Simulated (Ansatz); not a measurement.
CH₇GeN₂, SMILES C[N][GeH2][NH2], a rigid torsion scan

Computed with Ansatz 0.2.0 through its Python package.

At the Python prompt:
```pycon
>>> import ansatz as az
>>> from ase import Atoms
>>> atoms = Atoms(['C', 'N', 'Ge', 'N', 'H', 'H', 'H', 'H', 'H', 'H', 'H'], positions=[
...     [1.5974, -0.5895, 0.4328],
...     [1.1367, 0.7922, 0.3953],
...     [-0.7313, 0.8105, 0.2737],
...     [-1.2616, 0.1928, -1.4039],
...     [1.3231, -1.116, -0.5061],
...     [2.7026, -0.598, 0.5265],
...     [1.1682, -1.1193, 1.3102],
...     [-1.3398, -0.0927, 1.377],
...     [-1.2399, 2.2619, 0.4658],
...     [-1.0545, -0.8305, -1.4282],
...     [-2.3008, 0.2885, -1.4432],
... ])
>>> # start the scan from a relaxed geometry
>>> first = (
...     az.Crystal.molecule_from_ase(atoms).calculation()
...     .basis(gaussian='def2-SVP')
...     .functional('PBE')
...     .spin('collinear', total=1)
...     .relax(force_tolerance=0.02, max_steps=80)
... )
>>> atoms.positions = first.run(threads=1).report['positions_ang']
>>> start = atoms.get_dihedral(1, 2, 3, 9)
>>> energies = {}
>>> for turn in range(0, 360, 40):
...     turned = atoms.copy()
...     turned.set_dihedral(1, 2, 3, 9, start + turn, indices=[3, 9, 10])
...     calculation = (
...         az.Crystal.molecule_from_ase(turned).calculation()
...         .basis(gaussian='def2-SVP')
...         .functional('PBE')
...         .spin('collinear', total=1)
...     )
...     energies[round((start + turn) % 360)] = calculation.run(threads=1).report['free_energy_ev']
...
>>> floor = min(energies.values())
>>> print('dihedral N1-Ge2-N3-H9 (deg)   E - E(min) (kcal/mol)')
dihedral N1-Ge2-N3-H9 (deg)   E - E(min) (kcal/mol)
>>> for angle, e in sorted(energies.items()):
...     print(f'{angle:8d} {23.060548 * (e - floor):14.3f}  ' + '#' * int(30 * (e - floor) / max(max(energies.values()) - floor, 1e-9)))
...
      27          3.064  ############################
      67          1.026  #########
     107          0.000
     147          0.860  ########
     187          2.825  ##########################
     227          3.193  ##############################
     267          0.963  #########
     307          0.425  ###
     347          2.457  #######################
```

Reading the output:
- The scan is rigid and the energies are electronic, in a modest basis. With rigid groups the curve can differ much from the relaxed path, the start wasn't checked as a minimum of this torsion, and equivalent turns needn't return to the same energy.
- The run takes the species as open-shell (spin multiplicity 2), which needn't be its ground state.
- The whole script took 4.1 min on 1 thread of Arm Neoverse V1, with other jobs on the host, peak memory 0.25 GiB.
